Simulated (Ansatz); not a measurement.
**GeW: the order of phases at one pressure**

Aim: bring GeW in several structures (rocksalt, CsCl, zincblende, NiAs, anti NiAs) to one pressure and rank them by enthalpy. The pressure is set by scaling the first phase. Methods of the runs shown: LAPW. Companion runs by PAW are cited.

Program: Ansatz 0.2.0. Level of theory: DFT, PBE, all-electron LAPW, scalar-relativistic. These are calculated values, not measurements.

### 1 The system as given

It takes space group Fm-3m (No. 225, cubic). Conventional cell: a = 4.260 Å, b = 4.260 Å, c = 4.260 Å, α = 90.00°, β = 90.00°, γ = 90.00°. W (site symmetry m-3m) is surrounded by 6 Ge at 2.13 Å. Around Ge (site symmetry m-3m) lie 6 W at 2.13 Å.

Structure file:

```
W Ge
1.0
     0.00000    2.12981    2.12981
     2.12981    0.00000    2.12981
     2.12981    2.12981    0.00000
W Ge
1 1
Cartesian
  0.0000 0.0000 0.0000
  2.1298 2.1298 2.1298
```

Atoms are numbered in the order of the input: W1, Ge2.

### 2 Rocksalt relaxed under pressure, LAPW

Input file input.yaml:

```yaml
crystal:
  lattice:
    - [0.0, 2.1298122824, 2.1298122824]
    - [2.1298122824, 0.0, 2.1298122824]
    - [2.1298122824, 2.1298122824, 0.0]
  atoms:
    - { symbol: W, position: [0.0, 0.0, 0.0] }
    - { symbol: Ge, position: [0.5, 0.5, 0.5] }
kpoints:
  mp_grid: { grid: [15, 15, 15] }
scf:
  occupations: { method: fermi_dirac, width: 0.05 }
hamiltonian:
  xc: pbe
  pseudopotentials: { kind: all_electron, lapw: { basis_error: 0.0005 } }
output:
  forces: true
  stress: true
  eigenvalues: true
relax:
  f_tol: 0.005
  max_steps: 12
  cell: { p_target: 340.0, stress_tol: 0.17 }
```

Launch:

```bash
$ ansatz run input.yaml --threads 2 --pin off --max-ram 5120MiB --backend cpu --events-out ev --progress --plain --runs-dir out
```

Log:

```text
The last accepted step is kept in <dir> (removed where the run ends without a failure and the disk answers)
LAPW: plane waves up to 12.278 Å⁻¹, error target 5.0e-4 eV per atom; small_component_spin mean_spin; Ge in spheres of 0.987 Å, 22 of its electrons in bands, Dirac shells []; W in spheres of 1.078 Å, 46 of its electrons in bands, Dirac shells []
Engine: ansatz 0.2.0
Pseudopotentials: kind: all_electron
Pseudopotential: W, LAPW, valence charge 46, Koelling and Harmon's equation, gaussian nucleus
Pseudopotential: Ge, LAPW, valence charge 22, Koelling and Harmon's equation, gaussian nucleus
Functional definition: PBE
  parameter kappa = 0.804
  parameter beta = 0.06672455060314922
  exchange = pbe_x(kappa = kappa, mu = beta*pi^2/3)
  correlation = pbe_c(beta = beta)
Crystal: 2 atoms, lattice volume = 19.322 Å³
Basis set: ecut = 574.3706739914613 eV, 609 PW (Γ), exchange–correlation at level 2
Bands: 41, of which v1, the nominal top of the filled ones, is band 34 counted from 1 (33 counted from 0)
Symmetry: 48 space group operations
Space group: Fm-3m (ITA 225), of the structure as read, at distance tolerance 2.7e-5 Å
k-points: 120 of 3375
Non-local potential: W, projectors of the file, none
Non-local potential: Ge, projectors of the file, none
Initial density: superposition of atomic densities (chi_scale 0.1, normalization cell, long waves kept (reshape's long-wave potential 0.00 eV rms))
Initial wavefunctions: plane waves of lowest kinetic energy (no species holds an atomic orbital)
Functional: x = pbe(κ = 0.804, μ = 0.2195149727645171), c = pbe(β = 0.06672455060314922)
iter 1 solved again at ethr=1.11e-4 eV; its pass at ethr=1.00e-1 eV (dr2=7.57e-2 eV) is discarded
SCF iter   1: F=—  HF=-496307.382824 eV  |F-HF|=—  |Δ(HF+E_count)|=         —  Δρ=3.24e-2  dr2=7.61e-2  ethr=1.11e-4  ⟨swp⟩=3.0  Hψ=32340  notcnv=0
preconditioner: auto → Kerker (q_TF=auto, 3.365 Å⁻¹)  [metal: Δε(μ)=0.028 eV  Ē_g=32.679 eV  σ=0.050 eV  W_gap=0.14  n_scr=14 (ndim 8)  ℏωp=53.4 eV  f_vac=0.000  D(μ)=1.11/eV (n_scr^D=14)]
SCF iter   2: F=—  HF=-496307.243334 eV  |F-HF|=—  |Δ(HF+E_count)|=   1.39e-1  Δρ=1.95e-2  dr2=3.24e-2  ethr=1.11e-4  ⟨swp⟩=2.1  Hψ=15015  notcnv=0
SCF iter   3: F=—  HF=-496307.225396 eV  |F-HF|=—  |Δ(HF+E_count)|=   1.79e-2  Δρ=1.37e-2  dr2=1.62e-2  ethr=4.76e-5  ⟨swp⟩=2.0  Hψ=14196  notcnv=0
SCF iter   4: F=—  HF=-496307.224334 eV  |F-HF|=—  |Δ(HF+E_count)|=   1.06e-3  Δρ=6.81e-3  dr2=4.58e-3  ethr=2.38e-5  ⟨swp⟩=2.0  Hψ=14195  notcnv=0
SCF iter   5: F=—  HF=-496307.223974 eV  |F-HF|=—  |Δ(HF+E_count)|=   3.60e-4  Δρ=2.63e-3  dr2=8.87e-4  ethr=6.73e-6  ⟨swp⟩=2.0  Hψ=14195  notcnv=0
iter 6 solved again at ethr=7.85e-8 eV; its pass at ethr=1.30e-6 eV (dr2=5.34e-5 eV) is discarded
SCF iter   6: F=—  HF=-496307.223654 eV  |F-HF|=—  |Δ(HF+E_count)|=   3.20e-4  Δρ=6.21e-4  dr2=5.33e-5  ethr=7.85e-8  ⟨swp⟩=2.0  Hψ=24308  notcnv=0
SCF iter   7: F=—  HF=-496307.223641 eV  |F-HF|=—  |Δ(HF+E_count)|=   1.27e-5  Δρ=1.48e-4  dr2=3.12e-6  ethr=7.84e-8  ⟨swp⟩=2.0  Hψ=14194  notcnv=0
SCF iter   8: F=—  HF=-496307.223641 eV  |F-HF|=—  |Δ(HF+E_count)|=   7.35e-8  Δρ=6.69e-5  dr2=5.93e-7  ethr=4.59e-9  ⟨swp⟩=2.0  Hψ=14194  notcnv=0
SCF iter   9: F=-496307.223641 eV  HF=-496307.223641 eV  |F-HF|=3.92e-8  |Δ(HF+E_count)|=   8.44e-9  Δρ=1.57e-5  dr2=4.01e-8  ethr=8.71e-10  ⟨swp⟩=2.0  Hψ=14194  notcnv=0
SCF 1 converged in 9 iterations: F = -496307.223641 eV  dr2 = 4.01e-8
relax step   1: F+E_penalty+E_count = -496307.22364079 eV  Δ(F+E_penalty+E_count) = +0.000e0 eV  max|allowed force component| = 2.459e-29 eV/Å  Δτ_max = 0.0000 Å  P = +338.483 GPa  Ω = 19.322 Å³  (9 SCF iters, accepted)
Crystal: 2 atoms, lattice volume = 19.268 Å³
Basis set: ecut = 575.4380197077713 eV, 609 PW (Γ), exchange–correlation at level 2
Initial density: handed on by an earlier stage of this run
Initial wavefunctions: those handed on with the density
iter 1 solved again at ethr=3.72e-8 eV; its pass at ethr=1.00e-1 eV (dr2=2.53e-5 eV) is discarded
SCF iter   1: F=—  HF=-496307.109521 eV  |F-HF|=—  |Δ(HF+E_count)|=         —  Δρ=2.74e-4  dr2=1.72e-5  ethr=3.72e-8  ⟨swp⟩=4.1  Hψ=25581  notcnv=0
preconditioner: auto → Kerker (q_TF=auto, 3.366 Å⁻¹)  [metal: Δε(μ)=0.005 eV  Ē_g=33.242 eV  σ=0.050 eV  W_gap=0.02  n_scr=14 (ndim 8)  ℏωp=53.5 eV  f_vac=0.000  D(μ)=1.16/eV (n_scr^D=14)]
SCF iter   2: F=—  HF=-496307.109516 eV  |F-HF|=—  |Δ(HF+E_count)|=   5.36e-6  Δρ=1.57e-4  dr2=6.04e-6  ethr=2.52e-8  ⟨swp⟩=2.0  Hψ=14194  notcnv=0
SCF iter   3: F=—  HF=-496307.109514 eV  |F-HF|=—  |Δ(HF+E_count)|=   1.80e-6  Δρ=5.83e-5  dr2=8.87e-7  ethr=8.88e-9  ⟨swp⟩=2.0  Hψ=14194  notcnv=0
SCF iter   4: F=—  HF=-496307.109514 eV  |F-HF|=—  |Δ(HF+E_count)|=   7.04e-8  Δρ=3.25e-5  dr2=2.73e-7  ethr=1.30e-9  ⟨swp⟩=2.0  Hψ=14194  notcnv=0
iter 5 solved again at ethr=4.49e-12 eV; its pass at ethr=4.01e-10 eV (dr2=3.05e-9 eV) is discarded
SCF iter   5: F=-496307.109514 eV  HF=-496307.109514 eV  |F-HF|=1.09e-8  |Δ(HF+E_count)|=   1.79e-7  Δρ=6.98e-6  dr2=3.05e-9  ethr=9.91e-12 (applied; sched 4.49e-12)  ⟨swp⟩=2.0  Hψ=24308  notcnv=0
SCF 2 converged in 5 iterations: F = -496307.109514 eV  dr2 = 3.05e-9
relax step   2: F+E_penalty+E_count = -496307.10951371 eV  Δ(F+E_penalty+E_count) = +1.141e-1 eV  max|allowed force component| = 1.473e-29 eV/Å  Δτ_max = 0.0000 Å  P = +342.105 GPa  Ω = 19.268 Å³  (5 SCF iters, rejected (line search))
Crystal: 2 atoms, lattice volume = 19.300 Å³
Basis set: ecut = 574.8178267137015 eV, 609 PW (Γ), exchange–correlation at level 2
iter 1 solved again at ethr=1.32e-8 eV; its pass at ethr=1.00e-1 eV (dr2=8.95e-6 eV) is discarded
SCF iter   1: F=—  HF=-496307.175915 eV  |F-HF|=—  |Δ(HF+E_count)|=         —  Δρ=1.65e-4  dr2=6.26e-6  ethr=1.32e-8  ⟨swp⟩=4.2  Hψ=25558  notcnv=0
preconditioner: auto → Kerker (q_TF=auto, 3.366 Å⁻¹)  [metal: Δε(μ)=0.003 eV  Ē_g=33.226 eV  σ=0.050 eV  W_gap=0.01  n_scr=14 (ndim 8)  ℏωp=53.5 eV  f_vac=0.000  D(μ)=1.16/eV (n_scr^D=14)]
SCF iter   2: F=—  HF=-496307.175913 eV  |F-HF|=—  |Δ(HF+E_count)|=   2.01e-6  Δρ=9.20e-5  dr2=2.09e-6  ethr=9.21e-9  ⟨swp⟩=2.0  Hψ=14194  notcnv=0
SCF iter   3: F=—  HF=-496307.175912 eV  |F-HF|=—  |Δ(HF+E_count)|=   5.89e-7  Δρ=3.86e-5  dr2=3.91e-7  ethr=3.07e-9  ⟨swp⟩=2.0  Hψ=14194  notcnv=0
SCF iter   4: F=—  HF=-496307.175912 eV  |F-HF|=—  |Δ(HF+E_count)|=   8.26e-8  Δρ=1.68e-5  dr2=7.13e-8  ethr=5.75e-10  ⟨swp⟩=2.0  Hψ=14194  notcnv=0
iter 5 solved again at ethr=1.42e-12 eV; its pass at ethr=1.05e-10 eV (dr2=9.66e-10 eV) is discarded
SCF iter   5: F=-496307.175912 eV  HF=-496307.175912 eV  |F-HF|=1.92e-9  |Δ(HF+E_count)|=   3.31e-8  Δρ=3.82e-6  dr2=9.65e-10  ethr=9.91e-12 (applied; sched 1.42e-12)  ⟨swp⟩=2.0  Hψ=24308  notcnv=0
SCF 3 converged in 5 iterations: F = -496307.175912 eV  dr2 = 9.65e-10
relax step   3: F+E_penalty+E_count = -496307.17591193 eV  Δ(F+E_penalty+E_count) = +4.773e-2 eV  max|allowed force component| = 4.339e-30 eV/Å  Δτ_max = 0.0000 Å  P = +339.996 GPa  Ω = 19.300 Å³  (5 SCF iters, accepted)
iter 1 solved again at ethr=1.00e-12 eV; its pass at ethr=1.00e-1 eV (dr2=2.98e-10 eV) is discarded
SCF iter   1: F=—  HF=-496307.175912 eV  |F-HF|=—  |Δ(HF+E_count)|=         —  Δρ=1.41e-6  dr2=2.98e-10  ethr=1.19e-11 (applied; sched 1.00e-12)  ⟨swp⟩=3.5  Hψ=23521  notcnv=0
preconditioner: auto → Kerker (q_TF=auto, 3.366 Å⁻¹)  [metal: Δε(μ)=0.002 eV  Ē_g=33.225 eV  σ=0.050 eV  W_gap=0.01  n_scr=14 (ndim 8)  ℏωp=53.5 eV  f_vac=0.000  D(μ)=1.16/eV (n_scr^D=14)]
SCF iter   2: F=-496307.175912 eV  HF=-496307.175912 eV  |F-HF|=2.91e-10  |Δ(HF+E_count)|=  8.15e-10  Δρ=5.23e-7  dr2=1.88e-11  ethr=1.39e-11 (applied; sched 1.00e-12)  ⟨swp⟩=2.0  Hψ=14194  notcnv=0
SCF 4 converged in 2 iterations: F = -496307.175912 eV  dr2 = 1.88e-11
relax step   4: F+E_penalty+E_count = -496307.17591193 eV  Δ(F+E_penalty+E_count) = -3.725e-9 eV  max|allowed force component| = 2.827e-30 eV/Å  Δτ_max = 0.0000 Å  P = +339.997 GPa  Ω = 19.300 Å³  stress off target by 3.49e-3 GPa  SCF on the basis re-selected at this cell (its energy is not comparable with the rows above)  (2 SCF iters)
basis re-selected at this cell: Δ(F+E_penalty+E_count) = -3.725e-9 eV, ΔP = +0.000 GPa vs the last step (what re-selecting the basis moved, after the strain that the cell walked since its last selection, with what the two solves' SCF thresholds leave and, on support functions, any second-order correction that the steps lacked; it is no measure of the basis error at this ecutwfc). This SCF's stress stands 3.49e-3 GPa from its target on what of the cell is left free (relax.cell.stress_tol is 1.70e-1 GPa) and its largest allowed force component is 2.83e-30 eV/Å (relax.f_tol is 5.00e-3 eV/Å): within both
SCF converged after 2 iterations
Free energy (F): -496307.175912 eV
Harris-Foulkes:  -496307.175912 eV  (|F-HF|=2.91e-10)
Internal energy: -496307.166755 eV  (E = F + TS)
E sigma→0 (E₀):  -496307.171333 eV
Entropy (-TS):   -0.009157 eV (-4.579 meV/atom)
Fermi energy:    38.833703 eV
--- Per-component energies (eV) ---
  E_band       = -5435.472961
  E_kinetic    = 550307.012162
  E_xc         = -11025.289102
  E_electrostatic = -1035588.889815  (all electrons and nuclei)
  E_smearing   = -0.009157  (= −TS)
  E_closure    = -0.000000  (closes the sum)
  E_atoms      = -496302.588540  (free atoms, spherical and without spin; not in F)
  Σ components = -496307.175912   (vs F -496307.175912, Δ=0.00e0)
  Basis errors (estimates in eV, not in F): energy 1.6e-4 per atom: plane waves 1.5e-4 (8.5e-5 summed), levels above the bands 3.0e-138, relativity 2.6e-8, radial functions 1.4e-5, core shells 2.0e-9; eigenvalues (radial functions only) 7.9e-7; not estimated: angular momenta, meshes, grids; target (lapw.basis_error) 5.0e-4; muffin-tin radii Ge 0.987 Å, W 1.078 Å
--- Forces (eV/Å), atoms counted from 1 ---
  atom   1  W     -0.00000000    -0.00000000     0.00000000
  atom   2  Ge     0.00000000     0.00000000    -0.00000000
  max |Σ_I F_I| component: 1.71e-30 eV/Å
--- Stress (GPa, compression-positive) ---
      339.996514      -0.000000      -0.000000
       -0.000000     339.996514       0.000000
       -0.000000       0.000000     339.996514
  P = ⅓ Tr σ = 339.9965 GPa (3399.965 kbar)
--- Band table (eV; the first three rows and the last of 120) ---
  k-point 0: bands = ["-524.9258", "-378.9401", "-378.9401", "-378.9401", "-193.9946", "-193.9946", "-193.9946", "-193.9919", "-193.9919", "-126.3998", "-73.5639", "-73.5639", "-73.5639", "-35.4798", "0.0415", "0.0415", "0.0415", "10.7212", "10.7212", "10.7212", "10.7507", "10.7785", "10.7785", "10.7785", "12.1104", "12.1104", "12.3415", "12.3415", "12.3415", "21.5117", "34.9164", "34.9164", "34.9164", "37.2886", "37.2886", "42.9542", "42.9542", "42.9542", "45.4444", "55.2221", "62.7595"]
  k-point 1: bands = ["-524.9258", "-378.9401", "-378.9401", "-378.9401", "-193.9946", "-193.9946", "-193.9946", "-193.9919", "-193.9919", "-126.3998", "-73.5639", "-73.5639", "-73.5639", "-35.4765", "-0.0092", "0.0297", "0.0297", "10.7183", "10.7183", "10.7195", "10.7515", "10.7752", "10.7752", "10.7786", "12.1361", "12.1361", "12.3488", "12.3507", "12.3507", "21.6907", "34.6406", "34.9510", "34.9510", "36.9203", "36.9203", "42.8297", "43.5904", "43.5904", "45.8346", "55.5912", "60.5947"]
  k-point 2: bands = ["-524.9258", "-378.9401", "-378.9401", "-378.9401", "-193.9946", "-193.9946", "-193.9946", "-193.9919", "-193.9919", "-126.3998", "-73.5642", "-73.5639", "-73.5639", "-35.4673", "-0.1504", "-0.0037", "-0.0037", "10.7107", "10.7107", "10.7148", "10.7540", "10.7662", "10.7662", "10.7788", "12.2086", "12.2086", "12.3697", "12.3764", "12.3764", "22.2104", "33.9337", "34.8336", "34.8336", "36.4076", "36.4076", "42.4739", "45.1203", "45.1203", "46.9409", "55.8959", "58.7531"]
  k-point 119: bands = ["-524.9258", "-378.9401", "-378.9401", "-378.9401", "-193.9946", "-193.9946", "-193.9946", "-193.9919", "-193.9919", "-126.3997", "-73.5651", "-73.5651", "-73.5646", "-35.3869", "-0.6249", "-0.5942", "-0.4195", "10.6935", "10.7216", "10.7237", "10.7431", "10.7437", "10.7520", "10.7805", "12.2747", "12.4408", "12.4723", "12.5305", "12.5589", "26.6298", "31.4749", "31.9796", "32.7169", "40.4250", "40.5016", "41.8524", "42.7021", "47.1168", "53.9601", "54.2210", "57.3509"]
--- Relaxed structure (3 steps of the walk, 2 accepted, 1 SCFs on fresh bases) ---
  F+E_penalty+E_count = -496307.17591193 eV   max|allowed force component| = 2.827e-30 eV/Å   (the final SCF, on the basis selected at the relaxed cell)
  cell:  # Å, volume = 19.2995 Å³
    - [-1.0190744065791182e-33, 2.1289837271629555, 2.1289837271629555]
    - [2.1289837271629555, 5.095372032895593e-35, 2.1289837271629555]
    - [2.1289837271629555, 2.1289837271629555, -1.528611609868677e-34]
  atoms:
    - { symbol: W, position: [3.2795496423609776e-49, -2.0748171206773533e-49, 4.752000502196518e-49] }
    - { symbol: Ge, position: [0.5, 0.5, 0.5] }
```

Run time: 83 s. Hardware: 2 threads of Arm Neoverse V2, shared host; peak memory 0.84 GiB.

Step by step:

```tsv
step	energy from step 1 (eV/cell)	largest force component (eV/Å)	pressure (GPa)	volume (Å³)
1	0.0000	0.0000	338.48	19.32
2x	0.1141	0.0000	342.10	19.27
3	0.0477	0.0000	340.00	19.30
4	0.0477	0.0000	340.00	19.30
```

Step 1 is the start. Step 4 repeats the geometry before on a plane-wave basis chosen anew for that cell, so the energy can jump there without any move; the table keeps such jumps. 1 step was tried and not accepted (marked x).

| input's cell | before | after | change |
| --- | --- | --- | --- |
| a (Å) | 3.012 | 3.011 | -0.0 % |
| b (Å) | 3.012 | 3.011 | -0.0 % |
| c (Å) | 3.012 | 3.011 | -0.0 % |
| volume (Å³/atom) | 9.66 | 9.65 | -0.1 % |

This run gives: pressure 340.00 GPa; no gap.

(Part 1 of 3 ends here.)
